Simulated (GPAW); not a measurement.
Wanted: an ASE script for a GPAW 26.7.0 run.

```
Task                      : band structure
Functional                : LDA
Potentials or basis       : the program's PAW data sets (release 1.2.1) made for this functional
Cutoff                    : 600 eV
Basis                     : pw
k mesh                    : 7 × 7 × 7
Occupations               : fermi-dirac, width 0.05 eV
Spin                      : spin-orbit coupling, no magnetisation
Maxiter                   : 150
Band path                 : GXMGRX,MR
Band points               : 80
spin axis theta (degrees) : 0
spin axis phi (degrees)   : 0
Soc after scf             : second variation
```

The structure of BiS lies in POSCAR:

```
BiS
1.0
    4.0029443400      0.0000000000      0.0000000000
    0.0000000000      4.0029443400      0.0000000000
    0.0000000000      0.0000000000      4.0029443400
Bi S
1 1
Direct
    0.5000000000      0.5000000000      0.5000000000
    0.0000000000      0.0000000000      0.0000000000
```

The cell was built by a generator and needn't be a form met in nature.

One way to write it, as run:

run.py

```python
import numpy as np
from ase.dft.bandgap import bandgap
from ase.io import read, write
from ase.units import GPa
from gpaw import GPAW, PW
from gpaw.spinorbit import soc_eigenstates

atoms = read('POSCAR')

calc = GPAW(mode=PW(600),
            xc='LDA',
            kpts={'size': (7, 7, 7), 'gamma': True},
            occupations={'name': 'fermi-dirac', 'width': 0.05},
            nbands=20,
            convergence={'density': 1e-05, 'energy': 1e-05},
            maxiter=150,
            txt='gpaw.txt')
atoms.calc = calc
energy = atoms.get_potential_energy()
forces = atoms.get_forces()
stress = atoms.get_stress()
calc.write('gs.gpw')
write('result.traj', atoms)
print(f'Energy: {energy:.6f} eV')
print('Forces (eV/A):')
print(forces.round(4))
print('Stress (GPa):', (stress / GPa).round(3))
print('Fermi level:', round(calc.get_fermi_level(), 4), 'eV')
print(f'Gap: {bandgap(calc)[0]:.4f} eV, direct: {bandgap(calc, direct=True)[0]:.4f} eV')

path = atoms.cell.bandpath('GXMGRX,MR', npoints=80, eps=1e-4)
bs_calc = calc.fixed_density(kpts=path, symmetry='off', nbands=34,
                             convergence={'bands': 'CBM+6.0', 'eigenstates': 1e-6}, txt='bands.txt')
bs = bs_calc.band_structure()
bs.write('bs.json')
print(f'Gap on the path: {bandgap(bs_calc)[0]:.4f} eV')

soc = soc_eigenstates(bs_calc, theta=0, phi=0)
np.savetxt('soc_bands.dat', soc.eigenvalues(), fmt='%.4f')
mesh = soc_eigenstates('gs.gpw', theta=0, phi=0)
np.savetxt('soc_mesh.dat', mesh.eigenvalues(), fmt='%.4f')
print('Fermi level with spin-orbit coupling:', round(mesh.fermi_level, 4), 'eV')
```

Potentials or basis: the program's PAW data sets (release 1.2.1) made for this functional, pw.

Command:

```sh
$ OMP_NUM_THREADS=1 python run.py
```

Results of the run:

```json
{
  "Pressure": "-13.9 GPa",
  "Band gap along the path": "none (metal or under the smearing width)"
}
```

Caveat: spin-orbit coupling was added after a scalar SCF, so levels and gaps hold it while energy, forces, pressure and moments don't; this program's spin-orbit splittings come out too wide for heavy elements.

It took 2.3 min on 1 thread of AMD EPYC (Zen 3), on a shared host, peak memory 0.35 GiB.
